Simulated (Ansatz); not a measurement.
**Ga3Se in Ansatz: the effect of functional**

The system is Ga3Se.

```
Se Ga
1.0
     4.51940    0.00000    0.00000
     0.00000    4.51940    0.00000
     0.00000    0.00000    4.51940
Se Ga
1 3
Cartesian
  0.0000 0.0000 0.0000
  2.2597 2.2597 0.0000
  2.2597 0.0000 2.2597
  0.0000 2.2597 2.2597
```

The cell comes from a database or a generator and needn't be the stable form of this composition.

The cell isn't the ideal one: volume scaled by 1.06.

Alike in all runs:

```yaml
Program: Ansatz 0.2.0
Task: single point
Potentials_or_basis: Ansatz PAW
k_mesh: 6 × 6 × 6
Occupations: fermi-dirac, width 0.05 eV
Spin: no spin polarisation
```

```tsv
functional	cutoff	pressure (GPa)
LDA	420 eV (not typed: the program's choice for these potentials)	?
r2SCAN	500 eV (not typed: the program's choice for these potentials)	-3.4
PBE	420 eV (not typed: the program's choice for these potentials)	-2.4
```

Task: What does the run with functional LDA give?

Result: Pressure -6.4 GPa.

Caveats: the PAW data sets come from PBE, with cores solved anew for the run's functional, which leaves a small shift of forces and pressure (some runs).
